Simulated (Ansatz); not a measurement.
# SbBr2: the cost of one run

Computed with Ansatz 0.2.0 (DFT PBE, scalar-relativistic, plane waves, PAW, unless a step's input says otherwise).

The COD entry's cell or inner coordinates are ideal or old and differ from later refinements, so a difference from it is no clean test against experiment.

## Step 1: Starting point

The structure is cubic, space group Pn-3m (No. 224). Conventional cell: a = 5.818 Å, b = 5.818 Å, c = 5.818 Å, α = 90.00°, β = 90.00°, γ = 90.00°. Sb (site symmetry -43m) is surrounded by 4 Br at 2.52 Å. Br (site symmetry -3m) is surrounded by 2 Sb at 2.52 Å.

Coordinates:

```cif
data_structure
_symmetry_space_group_name_H-M 'Pn-3m:1'
_symmetry_Int_Tables_number 224
_cell_length_a 5.8181
_cell_length_b 5.8181
_cell_length_c 5.8181
_cell_angle_alpha 90.000
_cell_angle_beta 90.000
_cell_angle_gamma 90.000
_cell_volume 196.94
loop_
_atom_site_label
_atom_site_type_symbol
_atom_site_symmetry_multiplicity
_atom_site_Wyckoff_symbol
_atom_site_fract_x
_atom_site_fract_y
_atom_site_fract_z
_atom_site_occupancy
Sb1 Sb 2 a 0.00000 0.00000 0.00000 1
Br1 Br 4 b 0.25000 0.25000 0.25000 1
```

This is candidate A: anti-cuprite type (Pn-3m, No. 224).

(A quick probe on a coarse mesh, which set the mesh and smearing, is not shown.)

## Step 3: Rough relaxation on the coarse mesh (candidate A)

Contents of input.yaml:

```yaml
crystal:
  lattice:
    - [5.8180578035, 0.0, 0.0]
    - [0.0, 5.8180578035, 0.0]
    - [0.0, 0.0, 5.8180578035]
  atoms:
    - { symbol: Sb, position: [0.0, 0.0, 0.0] }
    - { symbol: Sb, position: [0.5, 0.5, 0.5] }
    - { symbol: Br, position: [0.25, 0.25, 0.25] }
    - { symbol: Br, position: [0.25, 0.75, 0.75] }
    - { symbol: Br, position: [0.75, 0.75, 0.25] }
    - { symbol: Br, position: [0.75, 0.25, 0.75] }
basis:
  ecutwfc: 420
kpoints:
  mp_grid: { grid: [4, 4, 4] }
hamiltonian:
  xc: pbe
scf:
  occupations: { method: gaussian, width: 0.1 }
  lower_state_search: "off"
output:
  forces: true
  stress: true
  eigenvalues: true
relax:
  adjacent_minimum: "off"
  f_tol: 0.04
  max_steps: 70
  cell: { stress_tol: 0.4 }
```

Started as:

```
$ ansatz run input.yaml --threads 1 --pin off --max-ram 2560MiB --backend cpu --events-out ev --progress --plain --runs-dir out
```

**Question.** How long does this run take on 1 thread of Intel Xeon 6975P-C (Granite Rapids), shared host, and how much memory does it need?

About 22 s, with a peak of 0.5 GiB.
